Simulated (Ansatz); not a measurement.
RuRh:

```xyz
2
Lattice="2.7094 0.0000 0.0000 -1.3547 2.3464 0.0000 0.0000 0.0000 4.2984" Properties=species:S:1:pos:R:3 pbc="T T T"
Rh    1.3547    0.7821    0.0000
Ru    0.0000    0.0000    2.1492
```

The cell comes from a database or a generator and needn't be the stable form of this composition.

| Item | Value |
| --- | --- |
| Program | Ansatz 0.2.0 |
| Task | relaxation of cell and atoms |
| Functional | revPBE |
| Potentials or basis | Ansatz PAW |
| Cutoff | 420 eV (not typed: the program's choice for these potentials) |
| k mesh | 11 × 11 × 6 |
| Occupations | fermi-dirac, width 0.05 eV |
| Spin | no spin polarisation |

At the start: volume 13.66 Å³/atom.

Where does the relaxation end?

It ends after 5 steps and the volume is 14.06 Å³/atom (+2.9 %); space group P-6m2 (No. 187, to 0.05 Å).

The path:
```csv
step,energy change (eV),largest force (eV/Å),volume (Å³)
1,0.0000,0.0000,27.33
2,-0.0034,0.0000,28.84
3,-0.0190,0.0000,28.15
4,-0.0191,0.0000,28.11
5,-0.0196,0.0000,28.11
```

Final structure:
```xyz
2
Lattice="2.7358 0.0000 0.0000 -1.3679 2.3693 0.0000 0.0000 0.0000 4.3368" Properties=species:S:1:pos:R:3 pbc="T T T"
Rh    1.3679    0.7898    0.0000
Ru    0.0000    0.0000    2.1684
```

Caveat: the plane-wave basis is chosen anew once the cell has moved, so the energies of steps on either side of that aren't comparable; the PAW data sets come from PBE, with cores solved anew for the run's functional, which leaves a small shift of forces and pressure.
